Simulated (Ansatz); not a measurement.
BiF3 in a box, plane waves

Ansatz 0.2.0, DFT PBE, spin-orbit coupling, plane waves, PAW, molecule in a box. The geometry was relaxed with Gaussian bases (r2SCAN; Bi def2-SVP with ECP60, F def2-SVP).

```yaml
crystal:
  lattice:
    - [11.61, 0.0, 0.0]
    - [0.0, 12.02, 0.0]
    - [0.0, 0.0, 10.03]
  atoms:
    - { symbol: Bi, position: [0.46259259, 0.49984193, 0.55117647] }
    - { symbol: F, position: [0.61258398, 0.49984193, 0.44865404] }
    - { symbol: F, position: [0.3875969, 0.62530782, 0.44865404] }
    - { symbol: F, position: [0.3875969, 0.37437604, 0.44865404] }
basis:
  ecutwfc: 420
  ecutrho_ratio: 4
kpoints:
  mp_grid: { grid: [1, 1, 1] }
hamiltonian:
  xc: pbe
scf:
  occupations: { method: gaussian, width: 0.01 }
output:
  forces: true
  eigenvalues: true
  populations: true
  write_density: true
  write_potential: true
  elf: true
  volumetric_format: npy
magnetization:
  noncollinear: true
  spin_orbit: true
```

Command:
```sh
ansatz run input.yaml --threads 2 --pin off --max-ram 5120MiB --backend cpu --events-out ev --progress --plain --runs-dir out
```
It took 14 s on 2 threads of Arm Neoverse V1 (shared host), peak memory 1.7 GiB.

(1) How does the SCF go?

(2) Which levels lie next to the highest filled one (eV, counted from it)?

(3) What forces are left at this geometry, relaxed with Gaussian bases (eV/Å)?

The highest of the empty levels listed lie near the vacuum level and may be states of the box.

The forces come from the other functional as well as from the basis.

No frequency check is given that shows the relaxed geometry to be a minimum.

Answers

(1) 
```
SCF iter   1: F=—  HF=-14866.658418 eV  |F-HF|=—  |Δ(HF+E_count)|=         —  Δρ=2.69e-2
preconditioner: auto → Resta (q_TF=auto, 1.482 Å⁻¹)  ε∞=1.2  [insulator: Δε(μ)=6.505 eV  Ē_g=10.571 eV  σ=0.010 eV  W_gap=1.00  n_
spin=Noncollinear: Resta preconditioning applied to the charge; magnetization (m_x, m_y, m_z) channels mix plain (no charge-respon
SCF iter   2: F=—  HF=-14863.186531 eV  |F-HF|=—  |Δ(HF+E_count)|=    3.47e0  Δρ=8.73e-3
SCF iter   3: F=—  HF=-14863.020619 eV  |F-HF|=—  |Δ(HF+E_count)|=   1.66e-1  Δρ=6.11e-3
...
SCF iter   5: F=—  HF=-14862.966336 eV  |F-HF|=—  |Δ(HF+E_count)|=   6.02e-4  Δρ=2.02e-4
SCF iter   6: F=—  HF=-14862.966309 eV  |F-HF|=—  |Δ(HF+E_count)|=   2.68e-5  Δρ=4.24e-5
SCF iter   7: F=—  HF=-14862.966434 eV  |F-HF|=—  |Δ(HF+E_count)|=   1.25e-4  Δρ=3.51e-5
SCF iter   8: F=—  HF=-14862.966431 eV  |F-HF|=—  |Δ(HF+E_count)|=   2.86e-6  Δρ=7.02e-6
SCF iter   9: F=-14862.966431 eV  HF=-14862.966431 eV  |F-HF|=8.26e-9  |Δ(HF+E_count)|=   7.95e-8  Δρ=1.37e-6
```

(2) Filled: -0.77, -0.77, -0.57, -0.57, -0.54, -0.54, -0.46, -0.46, 0.00, 0.00. Empty: 5.20, 5.20, 6.47, 6.47, 6.62, 6.62, 8.12, 8.12.

(3) 
```
Bi  -0.01  0.00  0.05
F   -0.05  0.00 -0.02
F    0.03 -0.05 -0.02
F    0.03  0.05 -0.02
```
